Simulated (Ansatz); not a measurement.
Here is an Ansatz 0.2.0 calculation.

input.yaml

```yaml
crystal:
  lattice:
    - [3.85404, 0.14384, 0.09012]
    - [-0.2532, 5.52698, 0.16471]
    - [-0.48197, -1.9272, 5.72025]
  atoms:
    - { symbol: H, position: [0.10913, 0.65718, 0.54463] }
    - { symbol: Pb, position: [0.61029, 0.52127, 0.151] }
    - { symbol: "N", position: [0.9158, 0.96263, 0.95867] }
    - { symbol: O, position: [0.01384, 0.13639, 0.88084] }
    - { symbol: O, position: [0.72398, 0.01057, 0.12858] }
    - { symbol: O, position: [0.00389, 0.73732, 0.87043] }
    - { symbol: O, position: [0.11927, 0.59324, 0.37651] }
hamiltonian:
  xc: rpbe
  pseudopotentials: { kind: paw }
kpoints:
  mp_grid: { grid: [7, 5, 5] }
  band_path:
    path:
      - [[0.5, 0.0, 0.0], [0.0, 0.0, 0.0], [0.0, -0.5, 0.0]]
      - [[0.5, -0.5, 0.0], [0.0, 0.0, 0.0], [0.0, 0.5, -0.5]]
      - [[0.5, 0.5, -0.5], [0.0, 0.0, 0.0], [0.0, 0.0, -0.5]]
      - [[0.5, 0.0, -0.5], [0.0, 0.0, 0.0]]
    npoints: 10
scf:
  occupations: { method: fermi_dirac, width: 0.05 }
  n_extra_bands: 17
output:
  forces: true
  stress: true
  eigenvalues: true
  fatbands: false
  write_density: true
  write_potential: true
  elf: true
  volumetric_format: npy
```

Potentials or basis: Ansatz PAW.

The run is started by

```sh
$ ansatz run input.yaml --threads 8 --pin off --max-ram 20480MiB --backend cpu --events-out ev --progress --plain --runs-dir out
```

Question: What does it give for the pressure?

Answer: 2.0 GPa.

Question: Predict the largest force.

Answer: 0.367 eV/Å.

Forces on the atoms (eV/Å):
```
H    0.025 -0.002 -0.117
Pb  -0.045 -0.003 -0.034
N   -0.003 -0.045 -0.020
O    0.099  0.296 -0.193
O   -0.175 -0.009  0.272
O    0.089 -0.230 -0.133
O    0.010 -0.008  0.225
```

Caveat: the pressure holds a Pulay correction of +0.4 GPa for the finite cutoff; spin-orbit coupling is left out, which as a rule narrows the gap of such compounds by several tenths of an eV; the PAW data sets come from PBE, with cores solved anew for the run's functional, which leaves a small shift of forces and pressure.
